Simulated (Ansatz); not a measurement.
Write a Python script for Ansatz's Python interface that makes a rigid scan of one bond length of CH4F2Si, SMILES FC[SiH2]F. Settings (for the species named): Hartree-Fock, cc-pVDZ basis, multiplicity 1.

```yaml
atoms:
  - { symbol: F, position_ang: [-0.6883, 1.5708, -0.6662] }
  - { symbol: C, position_ang: [-0.2376, 0.8613, 0.3422] }
  - { symbol: Si, position_ang: [0.2119, -0.8043, -0.2791] }
  - { symbol: F, position_ang: [-0.9926, -1.6310, -0.6667] }
  - { symbol: H, position_ang: [-0.9985, 0.8040, 1.1035] }
  - { symbol: H, position_ang: [0.6245, 1.4214, 0.7487] }
  - { symbol: H, position_ang: [0.9799, -1.5560, 0.8091] }
  - { symbol: H, position_ang: [1.1928, -0.7233, -1.4473] }
```

`scan.py`:
```python
"""Potential curve of CH4F2Si along one bond."""

import ansatz as az
from ase import Atoms
import numpy as np

atoms = Atoms(["F", "C", "Si", "F", "H", "H", "H", "H"], positions=[
    (-0.6883, 1.5708, -0.6662),
    (-0.2376, 0.8613, 0.3422),
    (0.2119, -0.8043, -0.2791),
    (-0.9926, -1.631, -0.6667),
    (-0.9985, 0.804, 1.1035),
    (0.6245, 1.4214, 0.7487),
    (0.9799, -1.556, 0.8091),
    (1.1928, -0.7233, -1.4473),
])
geometry = az.Crystal.molecule_from_ase(atoms)

symbols = [site.symbol for site in geometry.cartesian_sites]
start = np.array([site.position_ang for site in geometry.cartesian_sites])
axis = (start[3] - start[2]) / np.linalg.norm(start[3] - start[2])
moving = [3]
lengths, energies = [1.28, 1.39, 1.51, 1.66, 1.89, 2.27, 2.72, 3.33], []
for length in lengths:
    xyz = start.copy()
    xyz[moving] += (length - np.linalg.norm(start[3] - start[2])) * axis
    point = az.Crystal.molecule()
    for symbol, place in zip(symbols, xyz):
        point = point.atom(symbol, place.tolist())
    base = point.calculation()
    base = base.basis(gaussian="cc-pVDZ")
    base = base.functional("hf")
    data = base.run(threads=1, pin="off").report
    energies.append(data["free_energy_ev"])
    print(f"r = {length:6.3f} A  E = {energies[-1]:.5f} eV  <S^2> = {abs(data['mean_field']['state']['spin_squared']):.3f}")

print("energy above the lowest point (eV):", [round(e - min(energies), 3) for e in energies])
```

```console
$ python scan.py
r =  1.280 A  E = -14364.57741 eV  <S^2> = 0.000
r =  1.390 A  E = -14367.20279 eV  <S^2> = 0.000
r =  1.510 A  E = -14368.46400 eV  <S^2> = 0.000
r =  1.660 A  E = -14368.75794 eV  <S^2> = 0.000
r =  1.890 A  E = -14367.97385 eV  <S^2> = 0.000
r =  2.270 A  E = -14365.89283 eV  <S^2> = 0.000
r =  2.720 A  E = -14363.74017 eV  <S^2> = 0.000
r =  3.330 A  E = -14361.67712 eV  <S^2> = 0.000
energy above the lowest point (eV): [4.181, 1.555, 0.294, 0.0, 0.784, 2.865, 5.018, 7.081]
```

Reading the output:
- These settings explore the input space; basis and method may be short of convergence.
- The rest of the molecule is held rigid at a force-field or estimated start geometry, and the basis set is modest; single-reference methods fail as a bond breaks.
- Hartree-Fock leaves correlation out, so bond, atomisation and ionisation energies come out well too low.
- The orbitals are restricted, so S² is zero by construction.
- Toward dissociation an unrestricted state can lie under the restricted one, by tenths of an eV for polar bonds under a functional and by 1 to 2 eV or more for others.
- It ran for 5.9 s on 1 thread of Arm Neoverse V1, on a shared host, peak memory 0.19 GiB.
